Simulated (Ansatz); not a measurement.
# CH₃Ge (doublet): the correlation ladder at twist about Ge1–C2 = 90.0°, cc-pVDZ

Aim: climb from Hartree-Fock through coupled cluster and multireference methods for CH₃Ge (doublet) at one geometry and basis, and see what each rung misses.

Method: cc-pVDZ, core rule «outside noble gas», up to 15 orbitals frozen; program: Ansatz 0.2.0, Gaussian basis.

To be run: UHF; CCSD(T) on ROHF; CCSD(T) on UHF; BCCD(T) on ROHF; CISD; CCSDT(Q) on ROHF; CCSDT(Q) on UHF; CASSCF and MRCISD+Q, 3 electrons in 3 orbitals; CASSCF and NEVPT2, 3 electrons in 3 orbitals.

16 further runs of the same task are left out: 1 for a mislabelled method, 14 that didn't finish, 1 set aside as unsound or not needed.

**1. The system**

The geometry derives from a PBE0/def2-TZVP stationary point (not a proven minimum). One half is turned about the bond named; the halves are rigid. No spin-orbit coupling is included. The filled d shell of Ge may be among the frozen orbitals whatever the setting's name suggests; the logs give the count.

5 atoms, charge 0, spin multiplicity 2.

Atoms are counted from 1 here; the program's logs count them from 0.

Bond lengths: Ge1–C2 1.750 Å, Ge1–H3 1.529 Å, Ge1–H4 1.522 Å, C2–H5 1.077 Å. Angles: C2–Ge1–H3 123.1°, C2–Ge1–H4 120.6°, H3–Ge1–H4 116.3°, Ge1–C2–H5 152.0°.

**2. UHF**

in.yaml

```yaml
crystal:
  periodic: [false, false, false]
  atoms:
    - {symbol: Ge, position_ang: [-0.005805, 0.015022, 0.251907]}
    - {symbol: C, position_ang: [-0.005805, -0.086874, -1.495580]}
    - {symbol: H, position_ang: [-0.005805, 1.342076, 1.010667]}
    - {symbol: H, position_ang: [-0.005805, -1.247236, 1.102000]}
    - {symbol: H, position_ang: [0.499151, -0.142270, -2.445602]}
basis:
  gaussian: {orbitals: cc-pVDZ}
magnetization: {spin_polarized: true, initial_magnetization: 1}
hamiltonian: {xc: hf}
output: {orbitals: {seedname: orbitals}}
```

Started as:

```
$ ansatz run in.yaml --threads 1 --pin off --events-out ev --progress --plain --max-ram 2393MiB
```

After this run come: CCSD(T) on ROHF; CCSD(T) on UHF; BCCD(T) on ROHF; CISD; CCSDT(Q) on ROHF; CCSDT(Q) on UHF; CASSCF and MRCISD+Q, 3 electrons in 3 orbitals; CASSCF and NEVPT2, 3 electrons in 3 orbitals.

**Question.** What will the summary of the whole plan be? Wanted: RCCSDT(Q) below the RHF energy; RMP2 from RCCSDT(Q); UMP2 from RCCSDT(Q); RCCSD from RCCSDT(Q); RCCSD(T) from RCCSDT(Q); UCCSD(T) from RCCSDT(Q); UCCSDT(Q) from RCCSDT(Q); NEVPT2 pair from RCCSDT(Q); MRCISD+Q pair from RCCSDT(Q).

The runs gave:

| quantity | value |
| --- | --- |
| RCCSDT(Q) below the RHF energy | -7.0940 eV |
| RMP2 from RCCSDT(Q) | +1301.8 meV |
| UMP2 from RCCSDT(Q) | +1615.3 meV |
| RCCSD from RCCSDT(Q) | +316.9 meV |
| RCCSD(T) from RCCSDT(Q) | +60.0 meV |
| UCCSD(T) from RCCSDT(Q) | +100.3 meV |
| UCCSDT(Q) from RCCSDT(Q) | +0.7 meV |
| NEVPT2 pair from RCCSDT(Q) | +1114.6 meV |
| MRCISD+Q pair from RCCSDT(Q) | +74.2 meV |
| levels within 1 kcal/mol (43 meV) | RCCSDT, UCCSDT, UCCSDT(Q) |
| T1 diagnostic | 0.032 |

**Reading.** RCCSD(T) lands +60.0 meV from the yardstick (0.8 % of the correlation energy). CCSD(T) misses by +60.0 meV on the restricted determinant and by +100.3 meV on the unrestricted one; the two need not hold the same state or core. Of the multireference levels listed MRCISD+Q pair comes nearest in total energy (+74.2 meV), which doesn't show that its space is the better one. These misses are within one basis, not against nature; the frozen cores of restricted and unrestricted runs differ, which can shift their rows.
